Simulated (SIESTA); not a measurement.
Runs of SIESTA 5.4.2 on Zr3S2. It takes space group R32 (No. 155, trigonal). The conventional cell has a = 5.805 Å, b = 5.805 Å, c = 10.463 Å, α = 90.00°, β = 90.00°, γ = 120.00°. Zr (site symmetry 2) is surrounded by 4 S at 2.61 to 2.62 Å. Around S (site symmetry 3) lie 6 Zr at 2.61 to 2.62 Å. The cell comes from a database or a generator and needn't be the stable form of this composition.

| task | level | potentials or basis | cell | gap on the mesh (eV) | pressure (GPa) | V0 of scaled cells (Å³/atom) | B0 (GPa) | largest force (eV/Å) |
| --- | --- | --- | --- | --- | --- | --- | --- | --- |
| single point | PBEsol | PseudoDojo 0.4 standard (PBEsol files), DZP (energy shift 0.003 Ry; two zetas on semicore shells) | atoms moved at random, drawn with an rms of 0.05 Å | none | -4.1 | - | - | 0.80 |
| single point | PBEsol | PseudoDojo 0.4 standard (PBEsol files), DZP (energy shift 0.003 Ry; two zetas on semicore shells) | as given | none | -3.6 | - | - | 0.01 |
| band structure | PBEsol | PseudoDojo 0.4 standard (PBEsol files), DZP (energy shift 0.003 Ry; two zetas on semicore shells) | as given | none | -3.6 | - | - | 0.01 |
| equation of state | PBE | PseudoDojo 0.4 standard (PBE files), DZP (energy shift 0.003 Ry; two zetas on semicore shells) | as given | - | - | 20.46 | 118 | - |
| band structure | PBE | PseudoDojo 0.4 standard (PBE files), DZP (energy shift 0.003 Ry; two zetas on semicore shells) | as given | none | 0.6 | - | - | 0.07 |
| single point | PBE | PseudoDojo 0.4 standard (PBE files), DZP (energy shift 0.003 Ry; two zetas on semicore shells) | as given | none | 0.6 | - | - | 0.07 |
| equation of state | PBEsol | PseudoDojo 0.4 standard (PBEsol files), DZP (energy shift 0.003 Ry; two zetas on semicore shells) | as given | - | - | (a) | 129 | - |
| single point | PBE | PseudoDojo 0.4 standard (PBE files), DZP (energy shift 0.003 Ry; two zetas on semicore shells) | atoms moved at random, drawn with an rms of 0.05 Å | none | 0.0 | - | - | 0.75 |

Alike in all rows: no spin polarisation; k mesh 6 × 6 × 6; smearing fermi-dirac 0.05 eV; grid cutoff 800 Ry; energy shift 0.003 Ry.

Fill in the values left out.

(a) 19.77.

Caveats: the basis of atomic orbitals isn't converged, which shifts pressures, moduli and gaps; the cell was scaled at fixed shape and fractional positions, which overstates the stiffness of a crystal with free parameters, most of all of layers and chains (some runs).

A k mesh can miss the band edges, and the runs leave out spin-orbit coupling on Zr.

A gap of «none» marks a metal or a gap under the smearing width.
